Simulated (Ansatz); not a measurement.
# C10H14Si: the cost of one run

Program: Ansatz 0.2.0. Level of theory: DFT r2SCAN, Gaussian basis def2-TZVP. These are calculated values, not measurements.

## Step 1: The structure to begin with

Bond lengths (14 of 26 bonds, heavy atoms first): C1–Si2 1.873 Å, Si2–C3 1.887 Å, C3–C4 1.562 Å, Si2–C5 1.887 Å, C4–C5 1.562 Å, Si2–C6 1.873 Å, C6–C7 1.401 Å, C7–C8 1.391 Å, C8–C9 1.391 Å, C9–C10 1.391 Å, C6–C11 1.401 Å, C10–C11 1.391 Å, C1–H12 1.094 Å, C1–H13 1.093 Å. Angles (14 of 48 angles, heavy atoms first): C1–Si2–C3 113.4°, C1–Si2–C5 113.4°, C1–Si2–C6 110.1°, C3–Si2–C5 79.5°, C3–Si2–C6 118.8°, C5–Si2–C6 118.8°, Si2–C3–C4 86.0°, C3–C4–C5 101.1°, Si2–C5–C4 86.0°, Si2–C6–C7 121.1°, Si2–C6–C11 121.1°, C7–C6–C11 117.9°, C6–C7–C8 121.2°, C7–C8–C9 120.0°.

Structure file:

```xyz
25

C    -1.4917    1.7522   -0.9808
Si   -0.9340    0.2374   -0.0311
C    -1.7503    0.0713    1.6620
C    -2.8225   -0.8037    0.9373
C    -2.0261   -1.2738   -0.3216
C     0.9252    0.0447   -0.1589
C     1.7798    0.6459    0.7740
C     3.1610    0.5235    0.6691
C     3.7161   -0.2087   -0.3750
C     2.8859   -0.8183   -1.3098
C     1.5055   -0.6920   -1.1994
H    -1.2201    1.6720   -2.0371
H    -2.5756    1.8814   -0.9178
H    -1.0185    2.6557   -0.5864
H    -1.1486   -0.5394    2.3414
H    -2.1338    0.9299    2.2141
H    -3.2302   -1.6168    1.5454
H    -3.6634   -0.1761    0.6286
H    -1.4899   -2.2045   -0.1140
H    -2.6127   -1.4063   -1.2313
H     1.3608    1.2145    1.6008
H     3.8050    0.9958    1.4036
H     4.7932   -0.3080   -0.4574
H     3.3149   -1.3951   -2.1226
H     0.8696   -1.1817   -1.9331
```

## Step 2: Relaxing the atoms: C10H14Si

Contents of input.yaml:

```yaml
relax:
  f_tol: 0.001
  max_steps: 200
crystal:
  periodic: [false, false, false]
  atoms:
    - { symbol: C, position_ang: [-1.491744, 1.75219, -0.980802] }
    - { symbol: Si, position_ang: [-0.933959, 0.237369, -0.031137] }
    - { symbol: C, position_ang: [-1.750316, 0.071277, 1.662033] }
    - { symbol: C, position_ang: [-2.822466, -0.803651, 0.937293] }
    - { symbol: C, position_ang: [-2.026062, -1.273846, -0.321639] }
    - { symbol: C, position_ang: [0.925217, 0.044737, -0.158948] }
    - { symbol: C, position_ang: [1.779808, 0.645947, 0.773959] }
    - { symbol: C, position_ang: [3.160959, 0.523516, 0.669124] }
    - { symbol: C, position_ang: [3.716135, -0.208712, -0.375033] }
    - { symbol: C, position_ang: [2.885893, -0.818266, -1.309796] }
    - { symbol: C, position_ang: [1.505518, -0.692049, -1.199377] }
    - { symbol: H, position_ang: [-1.220105, 1.672032, -2.037076] }
    - { symbol: H, position_ang: [-2.575586, 1.881399, -0.917762] }
    - { symbol: H, position_ang: [-1.018459, 2.655728, -0.586409] }
    - { symbol: H, position_ang: [-1.148592, -0.539426, 2.341416] }
    - { symbol: H, position_ang: [-2.133752, 0.929939, 2.214081] }
    - { symbol: H, position_ang: [-3.230182, -1.616784, 1.545352] }
    - { symbol: H, position_ang: [-3.663359, -0.176097, 0.628641] }
    - { symbol: H, position_ang: [-1.489919, -2.20446, -0.114032] }
    - { symbol: H, position_ang: [-2.612681, -1.406335, -1.231257] }
    - { symbol: H, position_ang: [1.360839, 1.214458, 1.600847] }
    - { symbol: H, position_ang: [3.805042, 0.995836, 1.403618] }
    - { symbol: H, position_ang: [4.793233, -0.308048, -0.457394] }
    - { symbol: H, position_ang: [3.314904, -1.395075, -2.122601] }
    - { symbol: H, position_ang: [0.869625, -1.181699, -1.933112] }
basis:
  gaussian: { orbitals: def2-TZVP }
hamiltonian:
  xc: r2scan
```

The run is started by

```sh
$ ansatz run input.yaml --threads 12 --pin off --max-ram 12288MiB --backend cpu --events-out ev --progress --plain --runs-dir out
```

Q: Estimate wall time and peak memory on 12 threads of Arm Neoverse N1, shared host.

About 13 s, with a peak of 1.1 GiB.
